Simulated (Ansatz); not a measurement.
# BiTe (Fm-3m) in Ansatz: a series of runs

One crystal, BiTe, is run at these levels: PBE; tasks: single point.

Everything below comes from runs of Ansatz 0.2.0. Logs are shortened: lines on timing, memory, paths and dates and some standing lists are left out, and cuts for length are marked.

## Step 1: Starting point

It takes space group Fm-3m (No. 225, cubic). The conventional cell has a = 6.470 Å, b = 6.470 Å, c = 6.470 Å, α = 90.00°, β = 90.00°, γ = 90.00°. Around Bi (site symmetry m-3m) lie 6 Te at 3.23 Å. Te (site symmetry m-3m) has 6 Bi at 3.23 Å as nearest neighbours.

## Step 2: Single point, PBE

Contents of input.yaml:

```yaml
crystal:
  lattice:
    - [0.0, 3.235, 3.235]
    - [3.235, 0.0, 3.235]
    - [3.235, 3.235, 0.0]
  atoms:
    - { symbol: Bi, position: [0.0, 0.0, 0.0] }
    - { symbol: Te, position: [0.5, 0.5, 0.5] }
hamiltonian:
  xc: pbe
  pseudopotentials: { kind: paw }
kpoints:
  mp_grid: { grid: [7, 7, 7] }
scf:
  occupations: { method: gaussian, width: 0.021 }
output:
  forces: true
  stress: true
  eigenvalues: true
```

Potentials or basis: Ansatz PAW.

Launch:

```console
$ ansatz run input.yaml --threads 2 --pin off --max-ram 5632MiB --backend cpu --events-out ev --progress --plain --runs-dir out
```

Standard output:

```text
Warning: RAYON_NUM_THREADS=2 ignored (pool sized by the plan → 2); use --threads N
Engine: ansatz 0.2.0, x86_64-unknown-linux-gnu
Pseudopotentials: kind: paw
Pseudopotential: Bi, paw, valence charge 15, recommended cutoff 420 eV (normal), Bi.paw.azcp
Pseudopotential: Te, paw, valence charge 16, recommended cutoff 420 eV (normal), Te.paw.azcp
Functional definition: PBE
  parameter kappa = 0.804
  parameter beta = 0.06672455060314922
  exchange = pbe_x(kappa = kappa, mu = beta*pi^2/3)
  correlation = pbe_c(beta = beta)
Crystal: 2 atoms, lattice volume = 67.710 Å³
Basis set: ecut = 420 eV, 1363 PW (Γ), exchange–correlation on 64×64×64 points (8 copies of the dense FFT grid, shifted against one another)
Bands: 20, of which v1, the nominal top of the filled ones, is band 16 counted from 1 (15 counted from 0)
Symmetry: 48 space group operations
Space group: Fm-3m (ITA 225), of the structure as read, at distance tolerance 4.1e-5 Å
k-points: 20 of 343
Non-local potential: Bi, projectors of the file, l = 0: 2, l = 1: 2, l = 2: 2, l = 3: 2
Non-local potential: Te, projectors of the file, l = 0: 2, l = 1: 2, l = 2: 2, l = 3: 2
PAW form: soft (Blöchl's): semilocal exchange-correlation on the pseudo side does not see the compensation charge
PAW one-centre angular grid: Bi, 590 points (default); XC on 64 Gauss nodes
PAW one-centre angular grid: Te, 590 points (default); XC on 64 Gauss nodes
Initial density: superposition of atomic densities (neutral atoms: chi_scale 0, normalization atom), corrected by the library's trained network
Initial wavefunctions: pseudopotential atomic-orbital guess
Functional: x = pbe(κ = 0.804, μ = 0.2195149727645171), c = pbe(β = 0.06672455060314922)
SCF iter   1: F=—  HF=-19376.622321 eV  |F-HF|=—  |Δ(HF+E_count)|=         —  Δρ=8.88e-4  dr2=7.92e-4  ethr=1.77e-3  ⟨swp⟩=6.8  Hψ=2104  notcnv=0
preconditioner: auto → LDOS  [metal: Δε(μ)=0.008 eV  Ē_g=9.469 eV  σ=0.021 eV  W_gap=0.20  n_scr=14 (ndim 8)  ℏωp=15.0 eV  f_vac=0.012  D(μ)=7.41/eV (n_scr^D=112)  β→1.0]
SCF iter   2: F=—  HF=-19376.620735 eV  |F-HF|=—  |Δ(HF+E_count)|=   1.59e-3  Δρ=7.14e-4  dr2=3.19e-4  ethr=2.55e-6  ⟨swp⟩=3.1  Hψ=1069  notcnv=0  defer=12
SCF iter   3: F=—  HF=-19376.620691 eV  |F-HF|=—  |Δ(HF+E_count)|=   4.45e-5  Δρ=2.95e-4  dr2=1.29e-4  ethr=1.03e-6  ⟨swp⟩=2.0  Hψ=697  notcnv=0  defer=12
SCF iter   4: F=—  HF=-19376.620691 eV  |F-HF|=—  |Δ(HF+E_count)|=   2.88e-7  Δρ=1.80e-4  dr2=5.03e-5  ethr=4.15e-7  ⟨swp⟩=1.0  Hψ=388  notcnv=0  defer=12
SCF iter   5: F=—  HF=-19376.620684 eV  |F-HF|=—  |Δ(HF+E_count)|=   6.64e-6  Δρ=9.40e-5  dr2=1.34e-5  ethr=1.62e-7  ⟨swp⟩=2.1  Hψ=682  notcnv=0  defer=12
SCF iter   6: F=—  HF=-19376.620680 eV  |F-HF|=—  |Δ(HF+E_count)|=   4.81e-6  Δρ=3.61e-5  dr2=8.85e-7  ethr=4.32e-8  ⟨swp⟩=2.0  Hψ=591  notcnv=0  defer=12
SCF iter   7: F=—  HF=-19376.620680 eV  |F-HF|=—  |Δ(HF+E_count)|=   5.50e-7  Δρ=1.16e-5  dr2=1.13e-7  ethr=2.86e-9  ⟨swp⟩=2.0  Hψ=459  notcnv=0  defer=12
SCF iter   8: F=-19376.620680 eV  HF=-19376.620680 eV  |F-HF|=3.31e-9  |Δ(HF+E_count)|=   4.05e-8  Δρ=1.81e-6  dr2=1.51e-9  ethr=3.23e-10  ⟨swp⟩=7.5  Hψ=1864  notcnv=0
SCF 1 converged in 8 iterations: F = -19376.620680 eV  dr2 = 1.51e-9
SCF converged after 8 iterations
Free energy (F): -19376.620680 eV
Harris-Foulkes:  -19376.620680 eV  (|F-HF|=3.31e-9)
Internal energy: -19376.619077 eV  (E = F + TS)
E sigma→0 (E₀):  -19376.619879 eV
Entropy (-TS):   -0.001603 eV (-0.801 meV/atom)
Fermi energy:    9.861349 eV
--- Per-component energies (eV) ---
  E_band       = -363.598754
  E_kinetic    = 481.897101
  E_local      = -2761.702173  (includes V_loc(G=0)·N_el)
  E_nonlocal   = 249.918703
  E_hartree    = 1290.029703
  E_xc         = -275.606956
  E_vxc        = -248.310209  (∫ρ·V_xc dr)
  E_paw        = -15324.999116  (= ΣΔE_a)
  E_vpaw       = -665.461365  (= ΣTr[D̂ρ^β])
  E_aug_tail   = -0.000614  (compensation charges beyond the density's cutoff)
  E_ewald      = -3036.155726
  E_smearing   = -0.001603  (= −TS)
  E_closure    = 0.000000  (closes the sum)
  Σ components = -19376.620680   (vs F -19376.620680, Δ=0.00e0)
--- Forces (eV/Å), atoms counted from 1 ---
  atom   1  Bi    -0.00000000     0.00000000    -0.00000000
  atom   2  Te     0.00000000     0.00000000     0.00000000
  max |Σ_I F_I| component: 2.56e-29 eV/Å
--- Stress (GPa, compression-positive) ---
        1.004405      -0.000000       0.000000
       -0.000000       1.004405      -0.000000
       -0.000000       0.000000       1.004405
  P = ⅓ Tr σ = 1.0044 GPa (10.044 kbar)
--- Band table (eV; the first three rows and the last of 20) ---
  k-point 0: bands = ["-27.4229", "-27.4229", "-27.4220", "-27.4220", "-27.4220", "-13.3351", "-13.3351", "-13.3327", "-13.3327", "-13.3327", "-3.6900", "1.7113", "7.2848", "7.2848", "7.2848", "11.9812", "11.9812", "11.9812", "14.5157", "14.5157"]
  k-point 1: bands = ["-27.4228", "-27.4228", "-27.4220", "-27.4219", "-27.4219", "-13.3359", "-13.3359", "-13.3323", "-13.3315", "-13.3315", "-3.5079", "1.2685", "7.3453", "7.3453", "7.4616", "11.2118", "11.3270", "11.3270", "14.3642", "14.8805"]
  k-point 2: bands = ["-27.4228", "-27.4228", "-27.4219", "-27.4217", "-27.4217", "-13.3383", "-13.3383", "-13.3316", "-13.3286", "-13.3286", "-2.9724", "0.2252", "7.5433", "7.5433", "7.8031", "10.0293", "10.2037", "10.2037", "14.9004", "15.9122"]
  k-point 19: bands = ["-27.4230", "-27.4225", "-27.4218", "-27.4216", "-27.4212", "-13.3449", "-13.3355", "-13.3305", "-13.3279", "-13.3230", "-1.4339", "-1.0462", "4.7491", "5.3336", "7.8636", "9.9400", "13.0661", "13.9148", "14.4906", "15.6207"]
```

Wall time 0.99 s (2 threads of AMD EPYC 7R32 (Zen 2), shared host); peak memory 0.41 GiB.

What came out:

* Free energy: -19376.6207 eV
* Pressure: 1.0 GPa
* Band gap on the k mesh: none (metal or under the smearing width)

Caveat: spin-orbit coupling is left out, which moves the levels of the heavy elements.

## Step 3: Single point, PBE

Changes to input.yaml since step 2:

```diff
@@ -14,3 +14,3 @@
 scf:
-  occupations: { method: gaussian, width: 0.021 }
+  occupations: { method: gaussian, width: 0.022 }
 output:
```

Potentials or basis: Ansatz PAW.

Launch:

```console
$ ansatz run input.yaml --threads 2 --pin off --max-ram 5632MiB --backend cpu --events-out ev --progress --plain --runs-dir out
```

It took 0.89 s on 2 threads of AMD EPYC 7R32 (Zen 2), shared host; peak memory 0.41 GiB.

The run converged. Its results:

```yaml
Free_energy: -19376.6208 eV
Pressure: 1.0 GPa
Band_gap_on_the_k_mesh: none (metal or under the smearing width)
```

Levels at points of the mesh, in eV from the Fermi level:
```csv
k point,band 13,band 14,band 15,band 16,band 17,band 18
"(0.00, 0.00, 0.00)",-2.58,-2.58,-2.58,2.12,2.12,2.12
```

Caveat: spin-orbit coupling is left out, which moves the levels of the heavy elements.

## Step 4: Single point, PBE

Changes to input.yaml since step 3:

```diff
@@ -14,3 +14,3 @@
 scf:
-  occupations: { method: gaussian, width: 0.022 }
+  occupations: { method: gaussian, width: 0.023 }
 output:
@@ -19 +19,5 @@
   eigenvalues: true
+  write_density: true
+  write_potential: true
+  elf: true
+  volumetric_format: npy
```

Launch:

```console
$ ansatz run input.yaml --threads 2 --pin off --max-ram 5632MiB --backend cpu --events-out ev --progress --plain --runs-dir out
```

Wall time 1.2 s (2 threads of AMD EPYC 7R32 (Zen 2), shared host); peak memory 0.41 GiB.

It converged, with:

| Item | Value |
| --- | --- |
| Free energy | -19376.6208 eV |
| Pressure | 1.0 GPa |
| Band gap on the k mesh | none (metal or under the smearing width) |

Levels at points of the mesh, in eV from the Fermi level:
```
           k point  band 11  band 12  band 13  band 14  band 15  band 16  band 17  band 18  band 19  band 20
(0.00, 0.00, 0.00)   -13.55    -8.15    -2.58    -2.58    -2.58     2.12     2.12     2.12     4.65     4.65
```

Caveat: spin-orbit coupling is left out, which moves the levels of the heavy elements.

## Step 5: Single point, PBE

Changes to input.yaml since step 4:

```diff
@@ -14,3 +14,3 @@
 scf:
-  occupations: { method: gaussian, width: 0.023 }
+  occupations: { method: gaussian, width: 0.024 }
 output:
@@ -19,5 +19 @@
   eigenvalues: true
-  write_density: true
-  write_potential: true
-  elf: true
-  volumetric_format: npy
```

Potentials or basis: Ansatz PAW.

Launch:

```console
$ ansatz run input.yaml --threads 2 --pin off --max-ram 5632MiB --backend cpu --events-out ev --progress --plain --runs-dir out
```

Standard output:

```text
Warning: RAYON_NUM_THREADS=2 ignored (pool sized by the plan → 2); use --threads N
[... 9 set-up lines as earlier in the session ...]
Crystal: 2 atoms, lattice volume = 67.710 Å³
Basis set: ecut = 420 eV, 1363 PW (Γ), exchange–correlation on 64×64×64 points (8 copies of the dense FFT grid, shifted against one another)
Bands: 20, of which v1, the nominal top of the filled ones, is band 16 counted from 1 (15 counted from 0)
[... 2 set-up lines as earlier in the session ...]
k-points: 20 of 343
[... 8 set-up lines as earlier in the session ...]
[... 12 lines left out ...]
Harris-Foulkes:  -19376.620913 eV  (|F-HF|=1.70e-8)
Internal energy: -19376.619010 eV  (E = F + TS)
E sigma→0 (E₀):  -19376.619962 eV
Entropy (-TS):   -0.001903 eV (-0.952 meV/atom)
Fermi energy:    9.861876 eV
--- Per-component energies (eV) ---
  E_band       = -363.591148
  E_kinetic    = 481.897315
  E_local      = -2761.692796  (includes V_loc(G=0)·N_el)
  E_nonlocal   = 249.915557
  E_hartree    = 1290.023454
  E_xc         = -275.604910
  E_vxc        = -248.308037  (∫ρ·V_xc dr)
  E_paw        = -15325.001289  (= ΣΔE_a)
  E_vpaw       = -665.464115  (= ΣTr[D̂ρ^β])
  E_aug_tail   = -0.000614  (compensation charges beyond the density's cutoff)
  E_ewald      = -3036.155726
  E_smearing   = -0.001903  (= −TS)
  E_closure    = 0.000000  (closes the sum)
  Σ components = -19376.620913   (vs F -19376.620913, Δ=0.00e0)
--- Forces (eV/Å), atoms counted from 1 ---
  atom   1  Bi    -0.00000000     0.00000000    -0.00000000
  atom   2  Te     0.00000000    -0.00000000    -0.00000000
  max |Σ_I F_I| component: 3.41e-29 eV/Å
--- Stress (GPa, compression-positive) ---
        0.997647       0.000000      -0.000000
       -0.000000       0.997647       0.000000
        0.000000      -0.000000       0.997647
  P = ⅓ Tr σ = 0.9976 GPa (9.976 kbar)
--- Band table (eV; the first three rows and the last of 20) ---
  k-point 0: bands = ["-27.4230", "-27.4230", "-27.4222", "-27.4222", "-27.4222", "-13.3343", "-13.3343", "-13.3319", "-13.3319", "-13.3319", "-3.6899", "1.7115", "7.2848", "7.2848", "7.2848", "11.9814", "11.9814", "11.9814", "14.5158", "14.5158"]
  k-point 1: bands = ["-27.4229", "-27.4229", "-27.4221", "-27.4221", "-27.4221", "-13.3352", "-13.3352", "-13.3316", "-13.3308", "-13.3308", "-3.5078", "1.2687", "7.3453", "7.3453", "7.4617", "11.2120", "11.3272", "11.3272", "14.3644", "14.8806"]
  k-point 2: bands = ["-27.4229", "-27.4229", "-27.4220", "-27.4218", "-27.4218", "-13.3375", "-13.3375", "-13.3309", "-13.3278", "-13.3278", "-2.9722", "0.2254", "7.5433", "7.5433", "7.8032", "10.0296", "10.2038", "10.2038", "14.9006", "15.9123"]
  k-point 19: bands = ["-27.4231", "-27.4226", "-27.4219", "-27.4217", "-27.4214", "-13.3442", "-13.3347", "-13.3298", "-13.3271", "-13.3223", "-1.4339", "-1.0458", "4.7492", "5.3337", "7.8636", "9.9402", "13.0662", "13.9149", "14.4908", "15.6209"]
```

Run time: 0.95 s. Hardware: 2 threads of AMD EPYC 7R32 (Zen 2), shared host; peak memory 0.41 GiB.

What came out:

```yaml
Free_energy: -19376.6209 eV
Pressure: 1.0 GPa
Band_gap_on_the_k_mesh: none (metal or under the smearing width)
```

Levels at points of the mesh, in eV from the Fermi level:
```tsv
k point	band 13	band 14	band 15	band 16	band 17	band 18
(0.00, 0.00, 0.00)	-2.58	-2.58	-2.58	2.12	2.12	2.12
```

Caveat: spin-orbit coupling is left out, which moves the levels of the heavy elements.

## Step 6: Overview

```csv
smearing,gap on the mesh (eV),pressure (GPa)
gaussian 0.021 eV,none,1.0
gaussian 0.022 eV,none,1.0
gaussian 0.023 eV,none,1.0
gaussian 0.024 eV,none,1.0
```

Alike in all rows: task single point; level PBE; potentials or basis Ansatz PAW; no spin polarisation; cell as given; k mesh 7 × 7 × 7; cutoff (eV) 420.

Every run on the cell as given and a fine mesh finds a metal.

Caveats: spin-orbit coupling is left out, which moves the levels of the heavy elements.

Total energies depend on the potentials used, so only differences within one code and one set of settings carry meaning.
